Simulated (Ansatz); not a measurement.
# KHCl: the cost of one run

Computed, not measured: Ansatz 0.2.0, DFT, PBE, no spin polarisation, plane waves, PAW.

**1. The cell**

It takes space group P4/nmm (No. 129, tetragonal). The conventional cell has a = 4.411 Å, b = 4.411 Å, c = 7.207 Å, α = 90.00°, β = 90.00°, γ = 90.00°. K (site symmetry 4mm) has 4 H at 2.70 Å and 5 Cl at 3.14 to 3.27 Å as nearest neighbours. Around H (site symmetry -4m2) lie 4 K at 2.70 Å. Around Cl (site symmetry 4mm) lie 5 K at 3.14 to 3.27 Å.

The coordinates stand in the input below.

The run starts from a saved solution of this cell (checkpoint.read), perhaps found on another mesh.

**2. The run**

File input.yaml:

```yaml
crystal:
  lattice:
    - [4.411282, 0.0, 0.0]
    - [0.0, 4.411282, 0.0]
    - [0.0, 0.0, 7.207362]
  atoms:
    - { symbol: K, position: [0.0, 0.5, 0.215] }
    - { symbol: K, position: [0.5, 0.0, 0.785] }
    - { symbol: H, position: [0.0, 0.0, 0.0] }
    - { symbol: H, position: [0.5, 0.5, 0.0] }
    - { symbol: Cl, position: [0.0, 0.5, 0.65] }
    - { symbol: Cl, position: [0.5, 0.0, 0.35] }
  symmetry: { tolerance: 0.0003 }
kpoints:
  mp_grid: { grid: [8, 8, 5], shift: [0, 0, 0] }
  band_path:
    path:
      - [0.0, 0.0, 0.0]
      - [0.0, 0.5, 0.0]
      - [0.5, 0.5, 0.0]
      - [0.0, 0.0, 0.0]
      - [0.0, 0.0, 0.5]
      - [0.0, 0.5, 0.5]
      - [0.5, 0.5, 0.5]
      - [0.0, 0.0, 0.5]
      - [0.0, 0.5, 0.0]
      - [0.0, 0.5, 0.5]
      - [0.5, 0.5, 0.0]
    npoints: 6
magnetization:
  spin_polarized: false
scf:
  occupations: { method: fermi_dirac }
  lower_state_search: "off"
  max_iter: 200
hamiltonian:
  pseudopotentials: { kind: paw }
  xc: pbe
basis:
  ecutwfc: 420
  fft_grid_basis: typed
output:
  forces: true
  stress: true
  eigenvalues: true
  bader: true
  populations: true
  elf: true
  write_potential: true
  volumetric_format: npy
  dos:
    e_range: [-12, 8]
    de: 0.05
    projected: { site_lists: { Cl: [Cl], H: [H], K: [K] } }
checkpoint:
  read: saved_state
```

Q: Estimate wall time and peak memory on 1 thread of an Arm CPU, shared host.

About 32 s, with a peak of 0.41 GiB.
